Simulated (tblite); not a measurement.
# C6H10ClFSi: the cost of one run

Programs: tblite 0.8.0 and PySCF 2.14.0, with density-fitted response routines of our own. Each step states its level of theory. These are calculated values for one molecule in the gas phase, unless marked as measured. Atoms count from 0, in the outputs and in this text.

## (1) Starting geometry

19 atoms, charge 0, multiplicity 1; geometry from: force field or distance geometry start.

Bonds of the start (Å): F0–C1 1.36, C1–C2 1.54, C2–Si3 1.87, Si3–C4 1.89, C4–C5 1.54, C5–C6 1.51, C6–C7 1.34, C7–Cl8 1.71, C6–C1 1.52, C1–H9 1.09, C2–H10 1.10, C2–H11 1.10, Si3–H12 1.50, Si3–H13 1.48, C4–H14 1.09, C4–H15 1.10, C5–H16 1.09, C5–H17 1.09, C7–H18 1.08.

## (2) Geometry optimisation with GFN2-xTB

What the job is given:

```
{"job": {"kind": "relax", "xc": "GFN2-xTB", "basis": "xTB"}, "charge": 0, "multiplicity": 1}
F     -0.949700     1.062900    -1.719100
C     -1.195600     0.702100    -0.433100
C     -0.349400     1.604000     0.491200
Si     1.491300     1.300000     0.329900
C      1.616400    -0.584900     0.190100
C      0.514900    -1.186200    -0.708800
C     -0.871800    -0.774700    -0.259800
C     -1.714000    -1.691400     0.235400
Cl    -3.303000    -1.391800     0.793700
H     -2.253200     0.906700    -0.239000
H     -0.557900     2.654800     0.239600
H     -0.657900     1.444300     1.532800
H      2.217800     1.783700     1.545100
H      2.041700     1.937200    -0.884400
H      2.599500    -0.842000    -0.212500
H      1.544200    -1.015100     1.200100
H      0.628400    -2.274500    -0.694900
H      0.660500    -0.882600    -1.750400
H     -1.471800    -2.743200     0.336800
```

Launch:

```sh
OMP_NUM_THREADS=1 python probes_run.py task.json out
```

This one command runs all jobs of the session in turn.

**Question.** How long does this first job take on 1 thread of Arm Neoverse N1, shared host, and how much memory does it need?

About 1 s, with a peak of 0.18 GiB.
